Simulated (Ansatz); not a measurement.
The system is NbTe.

```
CELL_PARAMETERS angstrom
3.70297 0.00000 0.00000
-1.85149 3.20687 0.00000
0.00000 0.00000 3.69421
ATOMIC_POSITIONS crystal
Te 0.66667 0.33333 0.00000
Nb 0.00000 0.00000 0.50000
```

The cell comes from a database or a generator and needn't be the stable form of this composition.

| Quantity | Value |
| --- | --- |
| Program | Ansatz 0.2.0 |
| Task | single point |
| Functional | PBE |
| Potentials or basis | all-electron LAPW, scalar-relativistic |
| Cutoff | 233 eV (chosen from the basis error) |
| Basis error allowed | 0.001 eV/atom |
| k mesh | 8 × 8 × 7 |
| Occupations | fermi-dirac, width 0.05 eV |
| Spin | no spin polarisation |

On this cell: pressure -0.6 GPa; largest force under 0.003 eV/Å; band gap on the k mesh none (metal or under the smearing width).

The same run follows on a disturbed copy (atoms moved at random, drawn with an rms of 0.05 Å):

```
Te Nb
1.0
     3.70297    0.00000    0.00000
    -1.85149    3.20687    0.00000
     0.00000    0.00000    3.69421
Te Nb
1 1
Direct
  0.66536 0.32952 0.99436
  0.00067 0.99729 0.50685
```

Task: What does the disturbed cell give?

Result: The energy (extrapolated to zero smearing) moves by +5.2 meV/atom; pressure -0.5 GPa; largest force 0.449 eV/Å; band gap on the k mesh none (metal or under the smearing width).

Forces in eV/Å, atoms in the order of the input:
```
Te   0.051  0.034  0.444
Nb  -0.051 -0.034 -0.445
```

Stress tensor (GPa, compression positive):
```
-0.61  0.12  0.03
 0.12 -0.77  0.02
 0.03  0.02 -0.05
```
